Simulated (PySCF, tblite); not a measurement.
# CH₉NPSi₂ radical: geometry, infrared bands and EPR parameters

What infrared bands and EPR parameters should CH₉NPSi₂ radical (`CN([SiH3])[SiH]P`) show?

Programs: tblite 0.8.0 and PySCF 2.14.0, with density-fitted response routines of our own. Each step states its level of theory. These are calculated values for one molecule in the gas phase, unless marked as measured. Atoms are numbered from 0 throughout.

**1. The molecule as given**

14 atoms, charge 0, multiplicity 2; geometry from: force field or distance geometry start.

Bonds of the start (Å): C0–N1 1.43, N1–Si2 1.75, N1–Si3 1.75, Si3–P4 2.15, C0–H5 1.11, C0–H6 1.13, C0–H7 1.12, Si2–H8 1.48, Si2–H9 1.47, Si2–H10 1.49, Si3–H11 1.45, P4–H12 1.45, P4–H13 1.44.

**2. Relaxing the molecule with GFN2-xTB**

Job settings and geometry (Å):

```
{"job": {"kind": "relax", "xc": "GFN2-xTB", "basis": "xTB"}, "charge": 0, "multiplicity": 2}
C     -0.933000    -0.984400    -1.010500
N     -0.671400    -0.462000     0.289800
Si    -1.496000     1.031100     0.700700
Si     0.985100    -0.593700     0.835800
P      2.534400    -0.061100    -0.548800
H     -0.982800    -2.094000    -0.996900
H     -1.947000    -0.646700    -1.378000
H     -0.128500    -0.642800    -1.705600
H     -1.288100     1.278200     2.140800
H     -0.936900     2.186300    -0.010700
H     -2.947500     0.898700     0.372200
H      1.236000    -0.329000     2.241400
H      3.687400    -0.917500    -0.343800
H      2.887700     1.336400    -0.608500
```

Command:

```
OMP_NUM_THREADS=1 python probes_run.py task.json out
```

One launch serves the whole session: the jobs run in the order shown.

The program printed:

```text
step      E/eV     max force
  0    -423.89862    2.077
  1    -424.10261    1.732
  2    -424.42987    1.743
  3    -424.61314    1.609
  4    -424.73409    0.642
  5    -424.77048    0.453
  6    -424.80277    0.551
  7    -424.82509    0.479
  8    -424.84203    0.372
  9    -424.85476    0.313
 10    -424.86734    0.363
 11    -424.88113    0.374
 12    -424.89647    0.360
 13    -424.90711    0.283
 14    -424.91456    0.249
 15    -424.92088    0.245
 16    -424.92541    0.159
 17    -424.92916    0.149
 18    -424.93342    0.199
 19    -424.93871    0.259
 20    -424.94405    0.239
 21    -424.94736    0.134
 22    -424.94860    0.070
 23    -424.94925    0.074
 24    -424.94986    0.071
 25    -424.95048    0.073
 26    -424.95109    0.059
 27    -424.95169    0.081
 28    -424.95233    0.085
 29    -424.95301    0.077
 30    -424.95364    0.068
 31    -424.95419    0.053
 32    -424.95473    0.077
 33    -424.95533    0.073
 34    -424.95600    0.066
 35    -424.95659    0.065
 36    -424.95701    0.049
 37    -424.95733    0.050
 38    -424.95768    0.054
 39    -424.95817    0.076
 40    -424.95874    0.074
 41    -424.95925    0.050
 42    -424.95966    0.059
 43    -424.96012    0.064
 44    -424.96084    0.087
 45    -424.96186    0.108
 46    -424.96295    0.091
 47    -424.96376    0.075
 48    -424.96428    0.072
 49    -424.96483    0.070
 50    -424.96566    0.092
 51    -424.96678    0.109
 52    -424.96795    0.108
 53    -424.96901    0.085
 54    -424.97002    0.088
 55    -424.97096    0.080
 56    -424.97207    0.100
 57    -424.97338    0.140
 58    -424.97480    0.138
 59    -424.97628    0.104
 60    -424.97820    0.131
 61    -424.98014    0.138
 62    -424.98246    0.115
 63    -424.98375    0.077
 64    -424.98496    0.094
 65    -424.98599    0.118
 66    -424.98824    0.155
 67    -424.99100    0.161
 68    -424.99471    0.160
 69    -424.99898    0.172
 70    -425.00261    0.271
 71    -425.00533    0.244
 72    -425.01169    0.232
 73    -425.01628    0.177
 74    -425.02142    0.177
 75    -425.02647    0.223
 76    -425.02913    0.276
 77    -425.03313    0.341
 78    -425.03877    0.133
 79    -425.04242    0.114
 80    -425.04876    0.319
 81    -425.05228    0.134
 82    -425.05457    0.127
 83    -425.05749    0.238
 84    -425.06075    0.112
 85    -425.06344    0.095
 86    -425.06468    0.089
 87    -425.06576    0.103
 88    -425.06673    0.104
 89    -425.06765    0.106
 90    -425.06826    0.099
 91    -425.06892    0.065
 92    -425.06971    0.045
 93    -425.07004    0.058
 94    -425.07058    0.046
 95    -425.07094    0.043
 96    -425.07130    0.052
 97    -425.07167    0.060
 98    -425.07212    0.054
 99    -425.07255    0.056
100    -425.07295    0.034
101    -425.07331    0.038
102    -425.07362    0.035
103    -425.07380    0.034
104    -425.07393    0.030
105    -425.07403    0.026
106    -425.07418    0.021
107    -425.07431    0.024
108    -425.07446    0.031
109    -425.07459    0.034
110    -425.07472    0.034
111    -425.07484    0.026
112    -425.07497    0.031
113    -425.07515    0.030
114    -425.07541    0.039
115    -425.07577    0.060
116    -425.07621    0.063
117    -425.07672    0.062
118    -425.07740    0.072
119    -425.07820    0.083
120    -425.07907    0.123
121    -425.07984    0.085
122    -425.08072    0.062
123    -425.08159    0.083
124    -425.08268    0.085
125    -425.08323    0.078
126    -425.08393    0.036
127    -425.08407    0.030
128    -425.08423    0.032
129    -425.08442    0.038
130    -425.08480    0.053
131    -425.08527    0.062
132    -425.08581    0.053
133    -425.08637    0.057
134    -425.08699    0.060
135    -425.08758    0.050
136    -425.08803    0.047
137    -425.08836    0.038
138    -425.08866    0.049
139    -425.08909    0.040
140    -425.08979    0.043
141    -425.09028    0.060
142    -425.09069    0.057
143    -425.09105    0.058
144    -425.09120    0.058
145    -425.09145    0.123
146    -425.09191    0.057
147    -425.09229    0.037
148    -425.09304    0.050
149    -425.09407    0.084
150    -425.09552    0.098
151    -425.09692    0.101
152    -425.09821    0.072
153    -425.09878    0.044
154    -425.09899    0.031
155    -425.09915    0.031
156    -425.09930    0.033
157    -425.09952    0.035
158    -425.09980    0.041
159    -425.10011    0.042
160    -425.10036    0.041
161    -425.10061    0.026
162    -425.10082    0.024
163    -425.10090    0.021
164    -425.10095    0.017
165    -425.10098    0.016
166    -425.10101    0.016
167    -425.10107    0.013
168    -425.10112    0.011
169    -425.10116    0.009
```

It took 1 s on 1 thread of Arm Neoverse V2, shared host.

Relaxation path: (not every step is listed)

| step | energy from step 0 (eV) | largest force (eV/Å) |
| --- | --- | --- |
| 0 | 0.0000 | 2.0767 |
| 1 | -0.2040 | 1.7322 |
| 2 | -0.5312 | 1.7426 |
| 3 | -0.7145 | 1.6088 |
| 4 | -0.8355 | 0.6419 |
| 5 | -0.8719 | 0.4525 |
| 6 | -0.9042 | 0.5512 |
| 7 | -0.9265 | 0.4785 |
| 8 | -0.9434 | 0.3720 |
| 23 | -1.0506 | 0.0743 |
| 38 | -1.0591 | 0.0536 |
| 53 | -1.0704 | 0.0849 |
| 68 | -1.0961 | 0.1605 |
| 83 | -1.1589 | 0.2376 |
| 98 | -1.1735 | 0.0544 |
| 113 | -1.1765 | 0.0305 |
| 128 | -1.1856 | 0.0321 |
| 143 | -1.1924 | 0.0576 |
| 158 | -1.2012 | 0.0408 |
| 164 | -1.2023 | 0.0172 |
| 165 | -1.2024 | 0.0162 |
| 166 | -1.2024 | 0.0163 |
| 167 | -1.2024 | 0.0130 |
| 168 | -1.2025 | 0.0114 |
| 169 | -1.2025 | 0.0088 |

Distances of close pairs at the start and the end, largest changes first:

| bond | before (Å) | after (Å) | change (Å) |
| --- | --- | --- | --- |
| Si3–P4 | 2.145 | 2.241 | +0.096 |
| P4–H12 | 1.451 | 1.385 | -0.065 |
| P4–H13 | 1.443 | 1.382 | -0.061 |
| C0–H6 | 1.130 | 1.091 | -0.039 |
| Si2–H10 | 1.494 | 1.467 | -0.027 |
| C0–H7 | 1.117 | 1.093 | -0.023 |
| Si3–H11 | 1.452 | 1.475 | +0.023 |
| Si2–H8 | 1.476 | 1.455 | -0.020 |

The next job starts from the end point, and lists it.

**3. Vibrational analysis with GFN2-xTB**

Job settings and geometry (Å):

```
{"job": {"kind": "ir", "xc": "GFN2-xTB", "basis": "xTB"}, "charge": 0, "multiplicity": 2}
C     -0.649235    -0.565954    -1.122894
N     -0.418086     0.126012     0.122915
Si    -1.831836     0.763284     0.909865
Si     1.138711    -0.044523     0.882305
P      2.676086    -0.254261    -0.734870
H     -1.070525    -1.563124    -0.964399
H     -1.347467    -0.000028    -1.740894
H      0.287563    -0.673547    -1.676445
H     -1.350554     1.418936     2.116878
H     -2.471161     1.685799    -0.031403
H     -2.750816    -0.333425     1.231894
H      1.334074     1.245673     1.570037
H      2.717991    -1.639038    -0.733975
H      3.734576    -0.166278     0.148821
```

The program printed:

```text
mode    cm-1     km/mol
  1      45.7      0.73
  2      84.6      2.31
  3     114.5      1.46
  4     138.1      2.15
  5     165.0      4.46
  6     207.4      0.10
  7     234.3      4.50
  8     323.9      2.02
  9     457.8     20.82
 10     478.4     20.53
 11     558.4     11.08
 12     571.5     76.59
 13     609.4     63.26
 14     642.3    107.40
 15     699.7      4.12
 16     727.1     67.17
 17     749.7    204.22
 18     790.7    164.16
 19     806.9    520.16
 20     930.7    330.60
 21    1095.4      5.45
 22    1145.9     15.50
 23    1154.5     81.46
 24    1172.1    116.17
 25    1429.2      1.20
 26    1485.5      2.69
 27    1499.0      2.49
 28    2132.6    220.74
 29    2219.0    379.85
 30    2240.5    241.90
 31    2297.6     85.01
 32    2322.6    271.03
 33    2392.4    142.24
 34    2925.0     52.27
 35    2948.2     38.74
 36    2982.1     34.15
```

It took 0.41 s on 1 thread of Arm Neoverse V2, shared host.

Which atoms move in the most intense modes:

| cm⁻¹ | km/mol | atoms |
| --- | --- | --- |
| 750 | 204.2 | H8 57 %, H9 30 % |
| 791 | 164.2 | H10 50 %, H9 29 %, H8 15 % |
| 807 | 520.2 | H9 33 %, H10 30 %, H8 23 %, Si2 12 % |
| 931 | 330.6 | N1 50 %, H7 13 %, H6 11 % |
| 2133 | 220.7 | H11 96 % |
| 2219 | 379.9 | H10 84 %, H9 12 % |
| 2240 | 241.9 | H9 84 %, H10 13 % |
| 2323 | 271.0 | H8 96 % |

**4. g tensor and hyperfine couplings: B3LYP/pcH-1**

The job, as its differences from that of step 3:

```diff
@@ -1,2 +1,2 @@
-{"job": {"kind": "ir", "xc": "GFN2-xTB", "basis": "xTB"}, "charge": 0, "multiplicity": 2}
+{"job": {"kind": "epr", "basis": "pcH-1"}, "charge": 0, "multiplicity": 2}
 C     -0.649235    -0.565954    -1.122894
```

Method: UKS B3LYP, pcH-1 on C H N P Si, non-relativistic, mean-field spin-orbit, GIAO.

The program printed:

```text
UKS, coarse grid
  cycle   1  E = -1018.59236091  |g| = 3.47e-01
  cycle   2  E = -1018.48927221  |g| = 5.68e-01
  cycle   3  E = -1018.63405456  |g| = 9.60e-02
  cycle   4  E = -1018.63794742  |g| = 2.39e-02
  cycle   5  E = -1018.63820242  |g| = 8.26e-03
  cycle   6  E = -1018.63823849  |g| = 1.91e-03
  cycle   7  E = -1018.63824017  |g| = 4.97e-04
UKS, final grid
  cycle   1  E = -1018.63826969  |g| = 4.81e-04
  cycle   2  E = -1018.63826961  |g| = 6.78e-04
  cycle   3  E = -1018.63826981  |g| = 1.28e-04
  cycle   4  E = -1018.63826982  |g| = 2.71e-05
E = -1018.63826982 Eh   <S^2> = 0.7527 (exact 0.7500)
g shifts (ppm)      1          2          3
  rmc          -159       -159       -159
  gc             25         44         76
  oz_so        -645        449       2112
  total        -779        335       2029
hyperfine (MHz)  atom isotope    a_iso     a_fc   dipolar eigenvalues
    0   13C      -5.93      -5.93     -0.86     -0.60      1.46
    1   14N      12.06      12.03     -9.05     -8.75     17.80
    2  29Si       6.34       6.34     -0.32     -0.20      0.52
    3  29Si    -519.41    -520.13   -126.75     62.55     64.20
    4   31P     -17.92     -17.26    -59.55    -53.35    112.91
    5    1H      15.39      15.39     -2.34     -1.44      3.78
    6    1H      12.22      12.22     -1.89     -1.32      3.22
    7    1H       1.25       1.24     -2.43     -0.89      3.32
    8    1H      -0.08      -0.08     -1.87     -1.34      3.21
    9    1H       4.92       4.92     -1.30     -1.06      2.36
   10    1H       3.37       3.37     -1.47     -1.14      2.61
   11    1H     101.71     101.70     -6.39     -0.07      6.46
   12    1H      29.41      29.40     -4.14     -0.79      4.94
   13    1H      -2.36      -2.37     -4.16      0.12      4.04
```

Run time: 66 s. Hardware: 1 thread of Arm Neoverse V2, shared host; peak memory 0.92 GiB.

Principal g values 2.00154, 2.00265, 2.00435; g(iso) = 2.00285, against 2.00232 for a free electron.

Hyperfine couplings; where a row names several nuclei, a(iso) is their mean (it holds for fast rotation or exchange) and the dipolar term the largest among them:

| nuclei | isotope | a(iso) (MHz) | a(iso) (G, at g = 2.0023) | largest dipolar term (MHz) |
| --- | --- | --- | --- | --- |
| Si3 | 29Si | -519.4 | -185.3 | -126.7 |
| H11 | 1H | 101.7 | 36.3 | 6.5 |
| P4 | 31P | -17.9 | -6.4 | 112.9 |
| H12, H13 | 1H | 13.5 | 4.8 | 4.9 |
| N1 | 14N | 12.1 | 4.3 | 17.8 |
| H5, H6, H7 | 1H | 9.6 | 3.4 | 3.8 |
| Si2 | 29Si | 6.3 | 2.3 | 0.5 |
| C0 | 13C | -5.9 | -2.1 | 1.5 |
| H8, H9, H10 | 1H | 2.7 | 1.0 | 3.2 |

Mulliken spin populations:

C0 -0.01; N1 0.14; Si2 -0.01; Si3 0.70; P4 0.12; H5 0.01; H6 0.00; H7 0.00; H8 0.00; H9 0.00; H10 0.00; H11 0.04; H12 0.01; H13 0.00

In first order the couplings over 0.8 MHz of 1H, 31P, 14N give 576 distinct lines over 74.2 G, if the averaged nuclei exchange fast; the same motion can average rows kept apart here too.

The fields below are evaluated on a grid from the run's orbitals.

ELF in a plane through or near 7 of the atoms.

Values, 10 rows by 14 columns:
```
0.00 0.00 0.00 0.00 0.00 0.00 0.00 0.00 0.00 0.00 0.00 0.00 0.00 0.00
0.00 0.00 0.00 0.00 0.00 0.07 0.47 0.03 0.00 0.12 0.02 0.00 0.00 0.00
0.00 0.00 0.01 0.02 0.01 0.76 1.00 0.61 0.27 1.00 0.91 0.02 0.00 0.00
0.00 0.02 0.98 0.97 0.08 0.50 0.98 0.31 0.48 1.00 0.77 0.03 0.00 0.00
0.00 0.06 0.96 0.99 0.55 0.81 0.07 0.74 0.64 0.78 0.22 0.09 0.00 0.00
0.00 0.01 0.16 0.40 0.30 0.73 0.22 0.48 0.73 0.16 0.51 0.09 0.00 0.00
0.00 0.00 0.11 0.60 0.53 0.05 0.95 0.59 0.59 0.01 0.05 0.01 0.00 0.00
0.00 0.00 0.01 0.05 0.02 0.21 0.90 0.35 0.59 0.10 0.00 0.00 0.00 0.00
0.00 0.00 0.00 0.00 0.00 0.00 0.02 0.01 0.02 0.00 0.00 0.00 0.00 0.00
0.00 0.00 0.00 0.00 0.00 0.00 0.00 0.00 0.00 0.00 0.00 0.00 0.00 0.00
```
The map spans 12.4 Å across and 9.8 Å up, centred on the molecule. Atoms in the plane (x, y in Å): C0 (0.3, -1.4), N1 (0.5, 0.1), Si2 (2.1, 0.6), H7 (-0.7, -1.6), H8 (2.0, 2.1), H11 (-0.7, 2.3), H13 (-3.6, 1.1).

On the surface of density 0.002 e/bohr³ the electrostatic potential runs, from the 1st to the 99th percentile, from -0.78 V near P4 to 1.10 V near H10.

The spin density lies nearest to Si3 55 %; N1 15 %; P4 12 %; H11 10 %.

**5. Results**

| quantity | value |
| --- | --- |
| strongest single infrared mode (GFN2-xTB) | 807 cm⁻¹, 520 km/mol |
| zero-point energy (GFN2-xTB) | 58.3 kcal/mol |
| g(iso) (B3LYP) | 2.00285 |
| ⟨S²⟩ | 0.753 (exact 0.75) |
| largest a(iso) (averaged by class) | 29Si on Si3, -519.4 MHz |
| potential on the surface of density 0.002 e/bohr³, 1st and 99th percentile | -0.78 V and 1.10 V |

In words: The optimisation took 169 steps and gained 1.203 eV; among the close pairs (by a distance rule), Si3–P4 changed most, from 2.145 to 2.241 Å. All 36 modes are real, so the xTB geometry is a minimum. The strongest single mode, at 807 cm⁻¹, is spread over several atoms, H9, H10, H8, Si2 among them. GFN2-xTB is a fitted tight-binding method: band positions and strengths are rough. Its intensities can rank the bands wrongly. Most of the unpaired spin sits on Si3 (0.70 e). The isotropic g lies 0.5 ppt above the free-electron value. These values are for one conformer; the search (at its own cheap level) found 2 more, at 0.01, 0.07 kcal/mol (those within 0.05 may be mirror or relabelled copies), and measured spectra average over such forms.
